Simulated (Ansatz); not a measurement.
Run this with Ansatz's Python interface and show what comes out.

Contents of `POSCAR_lihfse2`:
```text
LiHfSe2
1.0
   3.70597752    0.00000000    0.00000000
  -1.85298876    3.20947068    0.00000000
   0.00000000    0.00000000    6.59956397
Li Hf Se
1 1 2
Direct
   0.00000000    0.00000000    0.50000000
   0.00000000    0.00000000    0.00000000
   0.33333333    0.66666667    0.24830339
   0.66666667    0.33333333    0.75169661
```

`lihfse2.py`
```python
"""From the given cell of LiHfSe2 to a relaxed cell, its gap and its density of states."""

import ansatz as az
from ase.io import read
import numpy as np


def count_gap(report):
    # lowest empty less highest filled band, counting bands; zero where they overlap
    return max(report.get("gap_by_band_count_ev") or 0.0, 0.0)


def configured(crystal, spacing):
    return (
        crystal.calculation()
        .occupations("fermi_dirac", width=0.1)
        .basis(34 * az.Ry)
        .functional("pbesol")
        .kpoints(spacing=spacing)
    )

atoms = read("POSCAR_lihfse2", format="vasp")
system = az.Crystal.from_ase(atoms)

relaxed = configured(system, 0.3).relax(cell=True, force_tolerance=0.02, max_steps=40).checkpoint(write="relax.run").run(threads=1)
cell = np.asarray(relaxed.lattice.cell_ang)
print("relaxed edges (A):", np.linalg.norm(cell, axis=1).round(4), " volume:", round(abs(np.linalg.det(cell)), 3), "A^3")
for site in relaxed.lattice.sites:
    print(" ", site.symbol, np.round(site.position_frac, 4) + 0.0)

final = az.Crystal.from_checkpoint("relax.run")
res = configured(final, 0.22).stress().band_table().density_of_states(energy_step=0.05).run(threads=1)
report = res.report
dos = res.density_of_states()
print(f"pressure at the relaxed cell {np.trace(report['stress_gpa']) / 3:.3f} GPa, gap by band count {count_gap(report):.3f} eV")
if count_gap(report) == 0:
    print("states/eV at the Fermi level:", round(float(np.interp(dos.fermi_ev, dos.energies_ev, dos.spin_summed_g_bin_mean_per_ev)), 3))
```

```console
$ python lihfse2.py
relaxed edges (A): [3.6533 3.6533 6.5993]  volume: 76.277 A^3
  Li [0.  0.  0.5]
  Hf [0. 0. 0.]
  Se [0.3333 0.6667 0.2511]
  Se [0.6667 0.3333 0.7489]
DeckWarning: crystal.checkpoint: the structure is that of relax.run, a `relax` run, at its step 4: its result, under pbesol at a charge of 0 e; 4 atoms read, 0 with a starting moment [...]
pressure at the relaxed cell 0.033 GPa, gap by band count 0.000 eV
states/eV at the Fermi level: 1.659
```
(Warnings from the package without file and line, shortened.)

No spin polarisation was allowed. The zero of the levels is a convention of the potentials, so an absolute Fermi energy is no work function. A gap by band count of zero or less means overlapping bands, a metal, and at an odd count of electrons it is no gap at all. The structure comes from a database of computed cells and needn't be a stable or known phase. Levels are Kohn-Sham eigenvalues on this mesh, without spin-orbit coupling. Where the second run takes another functional or mesh than the relaxation, its pressure isn't zero; pressure is positive in compression. The computed bands are complete only to about 3.4 eV above the Fermi level; beyond that the density of states is undercounted. Timing: 66 s on 1 thread of Arm Neoverse N1, with other jobs on the host, peak memory 0.59 GiB.

(Lines on the test bed's own set-up are left out of the output.)
